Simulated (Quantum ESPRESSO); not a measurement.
CsLiCr2Te2S3:

```
CELL_PARAMETERS angstrom
3.31929 1.91639 6.87982
-3.31929 1.91639 6.87982
0.00000 -3.83279 6.87982
ATOMIC_POSITIONS crystal
Cs 0.00000 0.00000 0.00000
Li 0.50000 0.50000 0.50000
Cr 0.79848 0.79848 0.79848
Cr 0.20152 0.20152 0.20152
Te 0.67990 0.67990 0.67990
Te 0.32010 0.32010 0.32010
S 0.13626 0.86374 0.50000
S 0.50000 0.13626 0.86374
S 0.86374 0.50000 0.13626
```

The cell was built by a generator and needn't be a form met in nature.

- Program: Quantum ESPRESSO 7.5
- Task: single point
- Functional: PBE
- Potentials or basis: SSSP 1.3 efficiency PBE
- Cutoff: 748 eV
- Density cutoff: 5987 eV
- k mesh: 5 × 5 × 5
- Occupations: fermi-dirac, width 0.05 eV
- Spin: collinear spin, ferromagnetic start
- Starting moments: [0.0, 0.0, 3.0, 3.0, 0.0, 0.0, 0.0, 0.0, 0.0] μB

On this cell: pressure 0.1 GPa; largest force 0.124 eV/Å; net moment 4.00 μB per cell; site moments Cs -0.01; Li +0.01; Cr +2.11; Te -0.16; S -0.06 μB; band gap on the k mesh none (metal or under the smearing width).

The same run follows on a disturbed copy (atoms moved at random, drawn with an rms of 0.05 Å):

```xyz
9
Lattice="3.3193 1.9164 6.8798 -3.3193 1.9164 6.8798 0.0000 -3.8328 6.8798" Properties=species:S:1:pos:R:3 pbc="T T T"
Cs   -0.0447    0.0046   -0.0251
Li   -0.0414    0.0101   10.3583
Cr    0.0283   -0.0123   16.5129
Cr    0.0195    0.0023    4.1496
Te   -0.0138   -0.0243   13.9893
Te   -0.0199   -0.0055    6.6437
S    -2.4317   -0.0424   10.2928
S     1.2237   -2.0607   10.3212
S     1.1743    2.1152   10.3115
```

Task: What does the disturbed cell give?

Result: The energy (extrapolated to zero smearing) moves by +8.0 meV/atom; pressure -0.1 GPa; largest force 1.063 eV/Å; net moment 4.01 μB per cell; site moments Cs -0.02; Li +0.01; Cr +1.98, +2.26; Te -0.18, -0.20; S -0.06 μB; band gap on the k mesh none (metal or under the smearing width).

Forces in eV/Å, atoms in the order of the input:
```
Cs   0.049 -0.032  0.019
Li   0.084 -0.011 -0.005
Cr  -0.592  0.021 -0.883
Cr  -0.161  0.006  0.158
Te   0.000  0.042  0.477
Te   0.000 -0.010 -0.269
S    0.132  0.543  0.201
S   -0.030 -0.090  0.022
S    0.517 -0.470  0.280
```

Stress tensor (GPa, compression positive):
```
 0.04 -0.07  0.15
-0.07  0.63 -0.03
 0.15 -0.03 -1.01
```

Caveats: only a ferromagnetic start was run, and an antiferromagnetic order may lie lower in energy.
